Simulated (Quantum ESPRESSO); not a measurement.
# HfB (Fm-3m) in Quantum ESPRESSO: further runs

One crystal, HfB, is run at these levels: RPBE, vdW-DF-cx, LDA; tasks: phonons, energy-loss spectrum.

Program: Quantum ESPRESSO 7.5. These are calculated values, not measurements. Logs are shortened: lines on timing, memory, paths and dates and some standing lists are left out, and cuts for length are marked.

## 1. Starting point

Symmetry: Fm-3m, No. 225, cubic system. Conventional cell: a = 4.620 Å, b = 4.620 Å, c = 4.620 Å, α = 90.00°, β = 90.00°, γ = 90.00°. Around Hf (site symmetry m-3m) lie 6 B at 2.31 Å. Around B (site symmetry m-3m) lie 6 Hf at 2.31 Å.

## 2. Phonons, RPBE

File pw.in:

```
&CONTROL
  calculation = 'scf'
  prefix = 'pwscf'
  outdir = './tmp'
  pseudo_dir = './pseudo'
  tprnfor = .true.
  tstress = .true.
  disk_io = 'low'
/
&SYSTEM
  ibrav = 0
  nat = 2
  ntyp = 2
  ecutwfc = 45
  ecutrho = 360
  nbnd = 13
  input_dft = 'rpbe'
  occupations = 'smearing'
  smearing = 'mv'
  degauss = 0.01469973
/
&ELECTRONS
  conv_thr = 4d-10
  electron_maxstep = 120
  mixing_beta = 0.5
/
ATOMIC_SPECIES
Hf   178.4900 hf_pbe_v1.uspp.F.UPF
B     10.8100 b_pbe_v1.4.uspp.F.UPF
CELL_PARAMETERS angstrom
   0.0000000000    2.3100000000    2.3100000000
   2.3100000000    0.0000000000    2.3100000000
   2.3100000000    2.3100000000    0.0000000000
ATOMIC_POSITIONS crystal
Hf     0.5000000000    0.5000000000    0.5000000000
B      0.0000000000    0.0000000000    0.0000000000
K_POINTS automatic
10 10 10 0 0 0
```

File relax.in:

```
&CONTROL
  calculation = 'vc-relax'
  prefix = 'pwscf'
  outdir = './tmp'
  pseudo_dir = './pseudo'
  tprnfor = .true.
  tstress = .true.
  disk_io = 'low'
  nstep = 40
  forc_conv_thr = 0.0001
  etot_conv_thr = 1d-06
/
&SYSTEM
  ibrav = 0
  nat = 2
  ntyp = 2
  ecutwfc = 45
  ecutrho = 360
  nbnd = 13
  input_dft = 'rpbe'
  occupations = 'smearing'
  smearing = 'mv'
  degauss = 0.01469973
/
&ELECTRONS
  conv_thr = 4d-10
  electron_maxstep = 120
  mixing_beta = 0.5
/
&IONS
  ion_dynamics = 'bfgs'
/
&CELL
  cell_dynamics = 'bfgs'
  press = 0
  press_conv_thr = 0.2
/
ATOMIC_SPECIES
Hf   178.4900 hf_pbe_v1.uspp.F.UPF
B     10.8100 b_pbe_v1.4.uspp.F.UPF
CELL_PARAMETERS angstrom
   0.0000000000    2.3100000000    2.3100000000
   2.3100000000    0.0000000000    2.3100000000
   2.3100000000    2.3100000000    0.0000000000
ATOMIC_POSITIONS crystal
Hf     0.5000000000    0.5000000000    0.5000000000
B      0.0000000000    0.0000000000    0.0000000000
K_POINTS automatic
10 10 10 0 0 0
```

File scf2.in:

```
&CONTROL
  calculation = 'scf'
  prefix = 'pwscf'
  outdir = './tmp'
  pseudo_dir = './pseudo'
  tprnfor = .true.
  tstress = .true.
  disk_io = 'low'
/
&SYSTEM
  ibrav = 0
  nat = 2
  ntyp = 2
  ecutwfc = 45
  ecutrho = 360
  nbnd = 13
  input_dft = 'rpbe'
  occupations = 'smearing'
  smearing = 'mv'
  degauss = 0.01469973
/
&ELECTRONS
  conv_thr = 1d-13
  electron_maxstep = 120
  mixing_beta = 0.5
  startingpot = 'file'
  startingwfc = 'file'
/
ATOMIC_SPECIES
Hf   178.4900 hf_pbe_v1.uspp.F.UPF
B     10.8100 b_pbe_v1.4.uspp.F.UPF
CELL_PARAMETERS angstrom
   0.0000000000    2.4320126420    2.4320126420
   2.4320126420    0.0000000000    2.4320126420
   2.4320126420    2.4320126420    0.0000000000
ATOMIC_POSITIONS crystal
Hf     0.5000000000    0.5000000000    0.5000000000
B      0.0000000000    0.0000000000    0.0000000000
K_POINTS automatic
10 10 10 0 0 0
```

File ph.in:

```
phonons of HfB
&INPUTPH
  prefix = 'pwscf'
  outdir = './tmp'
  tr2_ph = 1d-18
  fildyn = 'dyn'
  niter_ph = 90
  alpha_mix(1) = 0.4
/
0.0000000000 0.0000000000 0.0000000000
```

File dynmat.in:

```
&INPUT
  fildyn = 'dyn'
  asr = 'crystal'
  filout = 'dynmat.disp'
  fileig = 'dynmat.eig'
/
```

Potentials or basis: GBRV 1.5 PBE.

Started as:

```bash
$ OMP_NUM_THREADS=1 pw.x -in pw.in > pw.out
$ OMP_NUM_THREADS=1 pw.x -in relax.in > relax.out
$ OMP_NUM_THREADS=1 pw.x -in scf2.in > scf2.out
$ OMP_NUM_THREADS=1 ph.x -in ph.in > ph.out
$ OMP_NUM_THREADS=1 dynmat.x -in dynmat.in > dynmat.out
```

pw.out:

```text
This program is part of the open-source Quantum ESPRESSO suite
     for quantum simulation of materials; please cite
         "P. Giannozzi et al., J. Phys.:Condens. Matter 21 395502 (2009);
         "P. Giannozzi et al., J. Phys.:Condens. Matter 29 465901 (2017);
         "P. Giannozzi et al., J. Chem. Phys. 152 154105 (2020);
     in publications or presentations arising from this work. More details at

     IMPORTANT: XC functional enforced from input :
     Exchange-correlation= RPBE
                           (   1   4  44   4   0   0   0)
     Any further DFT definition will be discarded
     Please, verify this is what you really want

     Message from routine setup:
     using ibrav=0 with symmetry is DISCOURAGED, use correct ibrav instead

     G-vector sticks info
     --------------------
     sticks:   dense  smooth     PW     G-vecs:    dense   smooth      PW
     Sum         955     475    151                19195     6855    1243

     Using Slab Decomposition

     bravais-lattice index     =            0
     lattice parameter (alat)  =       6.1734  a.u.
     unit-cell volume          =     166.3652 (a.u.)^3
     number of atoms/cell      =            2
     number of atomic types    =            2
     number of electrons       =        15.00
     number of Kohn-Sham states=           13
     kinetic-energy cutoff     =      45.0000  Ry
     charge density cutoff     =     360.0000  Ry
     scf convergence threshold =      4.0E-10
     mixing beta               =       0.5000
     number of iterations used =            8  plain     mixing
     Exchange-correlation= RPBE
                           (   1   4  44   4   0   0   0)

     celldm(1)=   6.173420  celldm(2)=   0.000000  celldm(3)=   0.000000
     celldm(4)=   0.000000  celldm(5)=   0.000000  celldm(6)=   0.000000

     crystal axes: (cart. coord. in units of alat)
               a(1) = (   0.000000   0.707107   0.707107 )
               a(2) = (   0.707107   0.000000   0.707107 )
               a(3) = (   0.707107   0.707107   0.000000 )

     reciprocal axes: (cart. coord. in units 2 pi/alat)
               b(1) = ( -0.707107  0.707107  0.707107 )
               b(2) = (  0.707107 -0.707107  0.707107 )
               b(3) = (  0.707107  0.707107 -0.707107 )

     PseudoPot. # 1 for Hf read from file:
     hf_pbe_v1.uspp.F.UPF
     Pseudo is Ultrasoft + core correction, Zval = 12.0
     Generated by new atomic code, or converted to UPF format
     Using radial grid of  921 points,  8 beta functions with:
                l(1) =   0
                l(2) =   0
                l(3) =   0
                l(4) =   1
                l(5) =   1
                l(6) =   2
                l(7) =   2
                l(8) =   3
     Q(r) pseudized with  6 coefficients,  rinner =    1.200   1.200   1.200
                                                       1.200   1.200   1.200
                                                       1.200

     PseudoPot. # 2 for B  read from file:
     b_pbe_v1.4.uspp.F.UPF
     Pseudo is Ultrasoft + core correction, Zval =  3.0
     Generated by new atomic code, or converted to UPF format
     Using radial grid of  781 points,  4 beta functions with:
                l(1) =   0
                l(2) =   0
                l(3) =   1
                l(4) =   1
     Q(r) pseudized with  8 coefficients,  rinner =    1.100   1.100   1.100

     atomic species   valence    mass     pseudopotential
     Hf               12.00   178.49000     Hf( 1.00)
     B                 3.00    10.81000     B ( 1.00)

     48 Sym. Ops., with inversion, found

   Cartesian axes

     site n.     atom                  positions (alat units)
         1        Hf     tau(   1) = (   0.7071068   0.7071068   0.7071068  )
         2        B      tau(   2) = (   0.0000000   0.0000000   0.0000000  )

     number of k points=    47  Marzari-Vanderbilt smearing, width (Ry)=  0.0147
                       cart. coord. in units 2pi/alat
        k(    1) = (   0.0000000   0.0000000   0.0000000), wk =   0.0020000
        k(    2) = (   0.0707107   0.0707107  -0.0707107), wk =   0.0160000
        k(    3) = (   0.1414214   0.1414214  -0.1414214), wk =   0.0160000
        k(    4) = (   0.2121320   0.2121320  -0.2121320), wk =   0.0160000
        k(    5) = (   0.2828427   0.2828427  -0.2828427), wk =   0.0160000
        k(    6) = (  -0.3535534  -0.3535534   0.3535534), wk =   0.0080000
[... 39 lines left out ...]
        k(   46) = (  -0.0707107  -0.3535534   0.6363961), wk =   0.0480000
        k(   47) = (  -0.7071068   0.2828427   0.0000000), wk =   0.0240000

     Dense  grid:    19195 G-vectors     FFT dimensions: (  40,  40,  40)

     Smooth grid:     6855 G-vectors     FFT dimensions: (  27,  27,  27)

     Initial potential from superposition of free atoms

     starting charge      12.9997, renormalised to      15.0000

     negative rho (up, down):  1.241E-01 0.000E+00
     Starting wfcs are   17 randomized atomic wfcs

     Self-consistent Calculation

     iteration #  1     ecut=    45.00 Ry     beta= 0.50
     Davidson diagonalization with overlap
     ethr =  1.00E-02,  avg # of iterations =  2.6

     negative rho (up, down):  1.130E-01 0.000E+00
[... 85 lines left out ...]
     iteration # 11     ecut=    45.00 Ry     beta= 0.50
     Davidson diagonalization with overlap
     ethr =  1.52E-11,  avg # of iterations =  2.0

     negative rho (up, down):  1.145E-01 0.000E+00

     End of self-consistent calculation

          k = 0.0000 0.0000 0.0000 (   869 PWs)   bands (ev):

   -44.7229 -13.2252 -13.2252 -13.2252   5.4896  17.3160  17.3160  17.3160
    18.9943  18.9943  18.9943  19.3356  19.3356

          k = 0.0707 0.0707-0.0707 (   875 PWs)   bands (ev):
[... 141 lines left out ...]
   -44.6627 -13.8139 -13.5952 -13.4416   8.9020  13.3475  13.9246  15.8097
    17.7430  22.3594  23.1493  24.0343  25.1430

          k =-0.7071 0.0000 0.0000 (   846 PWs)   bands (ev):

   -44.6622 -13.8879 -13.4834 -13.4834   8.3187  13.9939  14.1118  17.4045
    17.4045  21.3663  23.0561  23.0561  24.5635

          k = 0.2828 0.1414 0.0000 (   854 PWs)   bands (ev):

   -44.6982 -13.5511 -13.3454 -13.2758   7.2056  13.8360  15.0239  15.5908
    17.7385  20.2722  21.4365  22.5079  25.8405

          k = 0.3536 0.2121-0.0707 (   852 PWs)   bands (ev):
[... 51 lines left out ...]
   -44.6642 -13.7178 -13.6876 -13.4218   9.5062  12.5799  13.7817  14.6866
    19.3338  21.2782  23.1155  24.4239  26.3688

          k =-0.7071 0.1414 0.0000 (   844 PWs)   bands (ev):

   -44.6622 -13.8503 -13.5231 -13.4854   8.6160  13.8538  14.0065  15.8823
    18.0789  22.4572  22.7212  23.0619  25.1716

          k =-0.1414-0.4243 0.7071 (   840 PWs)   bands (ev):
[... 6 lines left out ...]
   -44.6636 -13.7316 -13.6531 -13.4540   9.5075  12.8011  13.7708  14.3802
    20.2904  20.5904  22.9646  24.0537  26.4495

          k =-0.7071 0.2828 0.0000 (   850 PWs)   bands (ev):

   -44.6622 -13.7510 -13.6260 -13.4887   9.2484  13.7221  13.8056  14.0632
    19.6747  21.4898  23.0713  23.0957  26.1831

     the Fermi energy is    15.0568 ev

!    total energy              =    -165.48094533 Ry
     estimated scf accuracy    <          2.7E-11 Ry
     smearing contrib. (-TS)   =      -0.00006478 Ry
     internal energy E=F+TS    =    -165.48088055 Ry

     The total energy is F=E-TS. E is the sum of the following terms:
     one-electron contribution =      -9.91914192 Ry
     hartree contribution      =      12.81389314 Ry
     xc contribution           =     -79.04036283 Ry
     ewald contribution        =     -89.33526894 Ry

     convergence has been achieved in  11 iterations

     negative rho (up, down):  1.145E-01 0.000E+00

     Forces acting on atoms (cartesian axes, Ry/au):

     atom    1 type  1   force =     0.00000000    0.00000000   -0.00000000
     atom    2 type  2   force =    -0.00000000   -0.00000000    0.00000000

     Total force =     0.000000     Total SCF correction =     0.000000

     Computing stress (Cartesian axis) and pressure

     negative rho (up, down):  1.145E-01 0.000E+00
          total   stress  (Ry/bohr**3)                   (kbar)     P=      344.89
   0.00234449  -0.00000000  -0.00000000          344.89       -0.00       -0.00
   0.00000000   0.00234449   0.00000000            0.00      344.89        0.00
   0.00000000  -0.00000000   0.00234449            0.00       -0.00      344.89

=------------------------------------------------------------------------------=
   JOB DONE.
=------------------------------------------------------------------------------=
```

Wall time 3.6 min (1 thread of Arm Neoverse V2, shared host); peak memory 0.2 GiB.

Results:

```
Free energy                            : -2251.8836 eV
Relaxed volume                         : 14.38 Å³/atom
Relaxed cell                           : a = 3.439 Å, b = 3.439 Å, c = 3.439 Å, α = 60.00°, β = 60.00°, γ = 60.00°
Space group after relaxing (to 0.05 Å) : Fm-3m (No. 225)
Pressure after relaxing                : 0.3 GPa
Band gap on the k mesh                 : none (metal or under the smearing width)
Highest phonon frequency at Γ          : 444 cm⁻¹
```

Step by step:
```tsv
step	energy change (eV)	largest force (eV/Å)	pressure (GPa)	volume (Å³)
1	0.0000	0.0000	34.49	24.65
2	-0.3886	0.0000	-2.68	29.25
3	-0.3925	0.0000	-0.52	28.86
4	-0.3926	0.0000	0.01	28.77
5	-0.3926	0.0000	0.00	28.77
```

Final structure:
```yaml
crystal:
  lattice:
    - [0.00000, 2.43201, 2.43201]
    - [2.43201, 0.00000, 2.43201]
    - [2.43201, 2.43201, 0.00000]
  atoms:
    - { symbol: Hf, position: [0.50000, 0.50000, 0.50000] }
    - { symbol: B, position: [0.00000, 0.00000, 0.00000] }
```

Phonon frequencies in cm⁻¹ (negative: imaginary):
```tsv
q point	frequencies
(0.000, 0.000, 0.000)	3 3 3 444 444 444
```

Optical modes at Γ, degenerate ones joined:
| cm⁻¹ | components | symmetry | active in |
| --- | --- | --- | --- |
| 445 | 3 | T1u | IR |

Caveat: the potentials were made for another functional, which shifts forces and pressure; the volume moved by over 15 % at a fixed basis, so the end points are rough. The run has no spin-orbit coupling, so splittings on Hf are missing.

## 3. Phonons, vdW-DF-cx

pw.in, as its differences from that of step 2:

```diff
@@ -16,3 +16,3 @@
   nbnd = 13
-  input_dft = 'rpbe'
+  input_dft = 'vdw-df-cx'
   occupations = 'smearing'
```

relax.in, as its differences from that of step 2:

```diff
@@ -19,3 +19,3 @@
   nbnd = 13
-  input_dft = 'rpbe'
+  input_dft = 'vdw-df-cx'
   occupations = 'smearing'
```

scf2.in, as its differences from that of step 2:

```diff
@@ -16,3 +16,3 @@
   nbnd = 13
-  input_dft = 'rpbe'
+  input_dft = 'vdw-df-cx'
   occupations = 'smearing'
@@ -32,5 +32,5 @@
 CELL_PARAMETERS angstrom
-   0.0000000000    2.4320126420    2.4320126420
-   2.4320126420    0.0000000000    2.4320126420
-   2.4320126420    2.4320126420    0.0000000000
+   0.0000000000    2.3954274298    2.3954274298
+   2.3954274298    0.0000000000    2.3954274298
+   2.3954274298    2.3954274298    0.0000000000
 ATOMIC_POSITIONS crystal
```

ph.in is that of step 2.

dynmat.in is that of step 2.

Potentials or basis: GBRV 1.5 PBE.

Started as:

```bash
$ OMP_NUM_THREADS=1 pw.x -in pw.in > pw.out
$ OMP_NUM_THREADS=1 pw.x -in relax.in > relax.out
$ OMP_NUM_THREADS=1 pw.x -in scf2.in > scf2.out
$ OMP_NUM_THREADS=1 ph.x -in ph.in > ph.out
$ OMP_NUM_THREADS=1 dynmat.x -in dynmat.in > dynmat.out
```

pw.out:

```text
This program is part of the open-source Quantum ESPRESSO suite
     for quantum simulation of materials; please cite
         "P. Giannozzi et al., J. Phys.:Condens. Matter 21 395502 (2009);
         "P. Giannozzi et al., J. Phys.:Condens. Matter 29 465901 (2017);
         "P. Giannozzi et al., J. Chem. Phys. 152 154105 (2020);
     in publications or presentations arising from this work. More details at

     IMPORTANT: XC functional enforced from input :
     Exchange-correlation= VDW-DF-CX
                           (   1   4  27   0   1   0   0)
     Any further DFT definition will be discarded
     Please, verify this is what you really want

     Message from routine setup:
     using ibrav=0 with symmetry is DISCOURAGED, use correct ibrav instead

     G-vector sticks info
     --------------------
     sticks:   dense  smooth     PW     G-vecs:    dense   smooth      PW
     Sum         955     475    151                19195     6855    1243

     Using Slab Decomposition

     bravais-lattice index     =            0
[... 411 lines left out ...]
    17.4488  19.9543  21.1785  22.2303  25.5809

          k = 0.3536 0.2121-0.0707 (   852 PWs)   bands (ev):
[... 71 lines left out ...]
   -44.8653 -14.0610 -13.9362 -13.7990   9.0432  13.5015  13.6127  13.8414
    19.4293  21.1917  22.6928  22.7981  25.8874

     the Fermi energy is    14.8177 ev

!    total energy              =    -164.31648269 Ry
     estimated scf accuracy    <          3.4E-10 Ry
     smearing contrib. (-TS)   =       0.00002451 Ry
     internal energy E=F+TS    =    -164.31650720 Ry

     The total energy is F=E-TS. E is the sum of the following terms:
     one-electron contribution =      -9.96187539 Ry
     hartree contribution      =      12.83316733 Ry
     xc contribution           =     -77.85253020 Ry
     ewald contribution        =     -89.33526894 Ry

     convergence has been achieved in  10 iterations

     negative rho (up, down):  1.174E-01 0.000E+00

     Forces acting on atoms (cartesian axes, Ry/au):

     atom    1 type  1   force =     0.00000000    0.00000000    0.00000000
     atom    2 type  2   force =    -0.00000000    0.00000000    0.00000000

     Total force =     0.000000     Total SCF correction =     0.000000

     Computing stress (Cartesian axis) and pressure

     negative rho (up, down):  1.174E-01 0.000E+00
          total   stress  (Ry/bohr**3)                   (kbar)     P=      246.32
   0.00167442   0.00000000  -0.00000000          246.32        0.00       -0.00
   0.00000000   0.00167442  -0.00000000            0.00      246.32       -0.00
  -0.00000000  -0.00000000   0.00167442           -0.00       -0.00      246.32

=------------------------------------------------------------------------------=
   JOB DONE.
=------------------------------------------------------------------------------=
```

It took 7.3 min on 1 thread of Arm Neoverse V2, shared host; peak memory 0.2 GiB.

Results:

* Free energy: -2235.8477 eV
* Relaxed volume: 13.75 Å³/atom
* Relaxed cell: a = 3.388 Å, b = 3.388 Å, c = 3.388 Å, α = 60.00°, β = 60.00°, γ = 60.00°
* Space group after relaxing (to 0.05 Å): Fm-3m (No. 225)
* Pressure after relaxing: 0.3 GPa
* Band gap on the k mesh: none (metal or under the smearing width)
* Highest phonon frequency at Γ: 467 cm⁻¹

The path:
```tsv
step	energy change (eV)	largest force (eV/Å)	pressure (GPa)	volume (Å³)
1	0.0000	0.0000	24.63	24.65
2	-0.1971	0.0000	-2.54	27.88
3	-0.2002	0.0000	-0.36	27.54
4	-0.2002	0.0000	0.01	27.49
5	-0.2002	0.0000	0.00	27.49
```

Final structure:
```yaml
crystal:
  lattice:
    - [0.00000, 2.39543, 2.39543]
    - [2.39543, 0.00000, 2.39543]
    - [2.39543, 2.39543, 0.00000]
  atoms:
    - { symbol: Hf, position: [0.50000, 0.50000, 0.50000] }
    - { symbol: B, position: [0.00000, 0.00000, 0.00000] }
```

Levels at points of the mesh, in eV from the Fermi level:
```
             k point  band 5  band 6  band 7  band 8  band 9  band 10  band 11  band 12
  (0.00, 0.00, 0.00)   -9.16    2.06    2.06    2.06    3.67     3.67     3.67     3.79
 (0.00, 0.00, -0.50)   -4.66   -4.38   -1.18   -1.18    5.77     5.77     6.66     7.88
(0.00, -0.50, -0.50)   -6.42   -1.16   -0.84    2.04    2.04     5.52     6.93     6.93
```

Phonon frequencies in cm⁻¹ (negative: imaginary):
```tsv
q point	frequencies
(0.000, 0.000, 0.000)	36 36 36 467 467 467
```

Optical modes at Γ, degenerate ones joined:
| cm⁻¹ | components | symmetry | active in |
| --- | --- | --- | --- |
| 471 | 3 | T1u | IR |

Caveat: the potentials were made for another functional, which shifts forces and pressure; before the sum rule the acoustic modes lie tens of cm⁻¹ from zero, a sign that the density grid also shifts the optical modes.

[end of part 1 of 2]
